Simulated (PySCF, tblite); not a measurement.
# C7H14NP: geometry, infrared bands and NMR shifts

Aim: predict the infrared bands and NMR shifts of C7H14NP (`CC(C)=PN1CCCC1`).

Programs: tblite 0.8.0 and PySCF 2.14.0, with density-fitted response routines of our own. Each step states its level of theory. These are calculated values for one molecule in the gas phase, unless marked as measured. Atoms are numbered from 0 throughout.

### 1 The starting structure

23 atoms, charge 0, multiplicity 1; geometry from: force field or distance geometry start.

Bonds of the start (Å): C0–C1 1.52, C1–C2 1.46, C1–P3 1.64, P3–N4 1.79, N4–C5 1.44, C5–C6 1.51, C6–C7 1.51, C7–C8 1.50, C8–N4 1.46, C0–H9 1.11, C0–H10 1.10, C0–H11 1.12, C2–H12 1.10, C2–H13 1.10, C2–H14 1.12, C5–H15 1.09, C5–H16 1.11, C6–H17 1.12, C6–H18 1.12, C7–H19 1.12, C7–H20 1.11, C8–H21 1.11, C8–H22 1.10.

### 2 Relaxing the molecule with GFN2-xTB

The job: settings as JSON, then the geometry in Å.

```
{"job": {"kind": "relax", "xc": "GFN2-xTB", "basis": "xTB"}, "charge": 0, "multiplicity": 1}
C      3.412600    -1.236800    -0.018000
C      2.219100    -0.303700     0.018500
C      2.491300     1.115800    -0.216400
P      0.753900    -0.970200     0.342400
N     -0.654200     0.124700     0.412500
C     -1.687700    -0.484100     1.216800
C     -3.012600    -0.124900     0.578300
C     -2.621600     0.777700    -0.564600
C     -1.229800     0.333400    -0.907900
H      3.711100    -1.324200     1.049300
H      4.198400    -0.820500    -0.671600
H      3.114500    -2.222800    -0.445800
H      3.164200     1.187600    -1.084400
H      3.024600     1.617800     0.610300
H      1.511200     1.638200    -0.391100
H     -1.548100    -1.566000     1.215200
H     -1.710200    -0.115200     2.265200
H     -3.535800    -1.052900     0.224700
H     -3.678000     0.460900     1.257000
H     -3.348800     0.577100    -1.389700
H     -2.665300     1.861200    -0.320800
H     -0.673100     1.156800    -1.411800
H     -1.240400    -0.603000    -1.485200
```

Command:

```sh
> OMP_NUM_THREADS=1 python probes_run.py task.json out
```

This one command runs all jobs of the session in turn.

**Question.** This job is followed by: GFN2-xTB harmonic vibrations, gas phase; GIAO PBE0/pcSseg-1 NMR shielding, non-relativistic, gas phase. What will the session give for the following? strongest single infrared mode (GFN2-xTB); zero-point energy (GFN2-xTB); ¹³C shifts against TMS (PBE0/pcSseg-1, means over atoms taken as alike); ¹H shifts against TMS (PBE0/pcSseg-1, means over atoms taken as alike); ³¹P shifts against H3PO4 (PBE0/pcSseg-1); ¹⁵N shifts against NH3 (PBE0/pcSseg-1).

As calculated:

| quantity | value |
| --- | --- |
| strongest single infrared mode (GFN2-xTB) | 3003 cm⁻¹, 73 km/mol |
| zero-point energy (GFN2-xTB) | 124.6 kcal/mol |
| ¹³C shifts against TMS (PBE0/pcSseg-1, means over atoms taken as alike) | 199.3, 57.0, 27.3, 26.8, 25.6 ppm |
| ¹H shifts against TMS (PBE0/pcSseg-1, means over atoms taken as alike) | 3.16, 2.50, 2.18, 1.67 ppm |
| ³¹P shifts against H3PO4 (PBE0/pcSseg-1) | 295.0 ppm |
| ¹⁵N shifts against NH3 (PBE0/pcSseg-1) | 92.0 ppm |

In words: Relaxing lowered the energy by 0.962 eV in 217 steps; the close pair that moved most is P3–N4, from 1.785 to 1.724 Å. All 63 modes are real, so the xTB geometry is a minimum. Unscaled tight-binding wavenumbers are off by several per cent, some by more. Its intensities can rank the bands wrongly. The most deshielded hydrogen is H15, H16, H21, H22 (mean) (hydrogen on an sp3 CH2 bonded to N), at 3.16 ppm: its carbon carries N, an electronegative neighbour. At PBE0/pcSseg-1: The widest tensor belongs to P3: span 452 ppm, with a paramagnetic part of -948 ppm.
